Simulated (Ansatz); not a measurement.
The system is MgGe2.

```
CELL_PARAMETERS angstrom
5.52149 -1.84985 0.00000
5.52149 1.84985 0.00000
-3.21762 0.00000 6.00777
ATOMIC_POSITIONS crystal
Ge 0.52923 0.52923 0.29362
Ge 0.47077 0.47077 0.70638
Ge 0.88039 0.88039 0.98544
Ge 0.11961 0.11961 0.01456
Mg 0.81529 0.81529 0.34925
Mg 0.18471 0.18471 0.65075
```

The cell comes from a database or a generator and needn't be the stable form of this composition.

| Item | Value |
| --- | --- |
| Program | Ansatz 0.2.0 |
| Task | relaxation of cell and atoms |
| Functional | LDA |
| Potentials or basis | Ansatz PAW |
| Cutoff | 420 eV (not typed: the program's choice for these potentials) |
| k mesh | 8 × 8 × 5 |
| Occupations | fermi-dirac, width 0.05 eV |
| Spin | no spin polarisation |

At the start: volume 20.45 Å³/atom.

Question: Where does the relaxation end?

Answer: It ends after 13 steps and the volume is 19.76 Å³/atom (-3.4 %); space group P-3m1 (No. 164, to 0.05 Å).

The path:
```tsv
step	energy change (eV)	largest force (eV/Å)	volume (Å³)
1	0.0000	0.2456	122.73
2	-0.1402	0.2342	110.03
3	-0.1697	0.0972	112.76
4	-0.2058	0.1576	113.78
5	-0.2678	0.8623	115.26
6	-0.3600	0.4809	117.11
7	-0.4145	0.1834	117.95
8	-0.4330	0.0468	117.41
9	-0.4403	0.0781	118.53
10	-0.4454	0.0075	118.36
11	-0.4457	0.0024	118.66
12	-0.4458	0.0038	118.58
13	-0.4455	0.0041	118.58
```

Final structure:
```
Ge Mg
1.0
     5.76111   -1.90668   -0.18186
     5.76111    1.90668   -0.18186
    -3.55514    0.00000    5.50960
Ge Mg
4 2
Direct
  0.56099 0.56099 0.39393
  0.43901 0.43901 0.60607
  0.93921 0.93921 0.10646
  0.06079 0.06079 0.89354
  0.74992 0.74992 0.24982
  0.25008 0.25008 0.75018
```

Caveat: the plane-wave basis is chosen anew once the cell has moved, so the energies of steps on either side of that aren't comparable; the PAW data sets come from PBE, with cores solved anew for the run's functional, which leaves a small shift of forces and pressure.
